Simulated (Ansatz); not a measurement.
# Cd3SeS2: the cost of one run

Program: Ansatz 0.2.0. Level of theory: DFT PBE, scalar-relativistic, plane waves, PAW. These are calculated values, not measurements.

### 1 The starting structure

It takes space group P3m1 (No. 156, trigonal). Conventional cell: a = 4.252 Å, b = 4.252 Å, c = 10.428 Å, α = 90.00°, β = 90.00°, γ = 120.00°. Around Cd (site symmetry 3m) lie 3 S at 2.59 Å and 1 Se at 2.68 Å. Around Cd (site symmetry 3m) lie 4 S at 2.57 to 2.59 Å. Around Cd (site symmetry 3m) lie 1 S at 2.56 Å and 3 Se at 2.65 Å. Se (site symmetry 3m) has 4 Cd at 2.65 to 2.68 Å in its first shell of neighbours. Around S (site symmetry 3m) lie 4 Cd at 2.57 to 2.59 Å. Around S (site symmetry 3m) lie 4 Cd at 2.56 to 2.59 Å.

As a file:

```cif
data_structure
_symmetry_space_group_name_H-M 'P3m1'
_symmetry_Int_Tables_number 156
_cell_length_a 4.2523
_cell_length_b 4.2523
_cell_length_c 10.4285
_cell_angle_alpha 90.000
_cell_angle_beta 90.000
_cell_angle_gamma 120.000
_cell_volume 163.30
loop_
_atom_site_label
_atom_site_type_symbol
_atom_site_symmetry_multiplicity
_atom_site_Wyckoff_symbol
_atom_site_fract_x
_atom_site_fract_y
_atom_site_fract_z
_atom_site_occupancy
Cd1 Cd 1 a 0.00000 0.00000 0.99097 1
Cd2 Cd 1 b 0.33333 0.66667 0.66659 1
Cd3 Cd 1 c 0.66667 0.33333 0.34292 1
Se1 Se 1 a 0.00000 0.00000 0.24786 1
S1 S 1 b 0.33333 0.66667 0.91300 1
S2 S 1 c 0.66667 0.33333 0.58866 1
```

The start is the relaxed end of an invented cell (made as: elements ordered on the sites of the CdS type, S/Se on S (P3m1, No. 156)), taken up again for a closer look.

### 2 Probe: one point on a coarse mesh

input.yaml reads:

```yaml
crystal:
  lattice:
    - [4.2522953, 0.0, 0.0]
    - [-2.1261477, 3.6825958, 0.0]
    - [0.0, 0.0, 10.4284919]
  atoms:
    - { symbol: Cd, position: [0.0, 0.0, 0.990971] }
    - { symbol: Cd, position: [0.3333333, 0.6666667, 0.666588] }
    - { symbol: Cd, position: [0.6666667, 0.3333333, 0.342917] }
    - { symbol: Se, position: [0.0, 0.0, 0.247858] }
    - { symbol: S, position: [0.3333333, 0.6666667, 0.913] }
    - { symbol: S, position: [0.6666667, 0.3333333, 0.588665] }
basis:
  ecutwfc: 420
kpoints:
  mp_grid: { grid: [6, 6, 2] }
hamiltonian:
  xc: pbe
scf:
  occupations: { method: gaussian, width: 0.1 }
  lower_state_search: "off"
output:
  forces: true
  stress: true
  eigenvalues: true
```

Started as:

```console
$ ansatz run input.yaml --threads 4 --pin off --max-ram 8192MiB --backend cpu --events-out ev --progress --plain --runs-dir out
```

What time and memory should one allow on 4 threads of Intel Xeon 6975P-C (Granite Rapids), shared host?

About 1.6 s, with a peak of 0.54 GiB.
